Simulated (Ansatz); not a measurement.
# CH3F3Zr: the cost of one run

Method: the settings change from run to run; program: Ansatz 0.2.0, Gaussian basis.

## Step 1: The relaxed structure

The structure was relaxed beforehand with PBE0-D4 in a triple-zeta def2 set. Zr takes a core potential in def2 sets; no spin-orbit term is included.

SMILES `[CH3][Zr]([F])([F])[F]`, 8 atoms, charge 0, spin multiplicity 1.

Atoms are counted from 1 here; the program's logs count them from 0.

Bond lengths: C1–Zr2 2.203 Å, C1–H6 1.096 Å, C1–H7 1.096 Å, C1–H8 1.096 Å, Zr2–F3 1.899 Å, Zr2–F4 1.899 Å, Zr2–F5 1.899 Å. Angles: Zr2–C1–H6 111.1°, Zr2–C1–H7 111.0°, Zr2–C1–H8 111.1°, H6–C1–H7 107.8°, H6–C1–H8 107.8°, H7–C1–H8 107.8°, C1–Zr2–F3 106.5°, C1–Zr2–F4 106.5°, C1–Zr2–F5 106.5°, F3–Zr2–F4 112.3°, F3–Zr2–F5 112.3°, F4–Zr2–F5 112.3°.

## Step 2: PBE0/def2-TZVPD

Options: charge +1, multiplicity 2, D3(BJ) dispersion.

File in.yaml:

```yaml
crystal:
  periodic: [false, false, false]
  atoms:
    - {symbol: C, position_ang: [-0.993039, -0.177684, 0.564721]}
    - {symbol: Zr, position_ang: [0.899205, 0.160832, -0.511367]}
    - {symbol: F, position_ang: [2.238903, -0.789562, 0.441045]}
    - {symbol: F, position_ang: [0.649276, -0.514571, -2.268197]}
    - {symbol: F, position_ang: [1.199339, 2.035625, -0.497215]}
    - {symbol: H, position_ang: [-0.930154, 0.186969, 1.596284]}
    - {symbol: H, position_ang: [-1.240199, -1.244774, 0.600260]}
    - {symbol: H, position_ang: [-1.823342, 0.343175, 0.074470]}
basis:
  gaussian: {orbitals: def2-TZVPD}
total_charge: 1
magnetization: {spin_polarized: true, initial_magnetization: 1}
hamiltonian: {xc: {name: PBE0}, dispersion: d3bj}
```

The run is started by

```bash
> ansatz run in.yaml --threads 4 --pin off --events-out ev --progress --plain --max-ram 10444MiB
```

What time and memory should one allow on 4 threads of Arm Neoverse V1, shared host?

About 6 s, with a peak of 0.72 GiB.
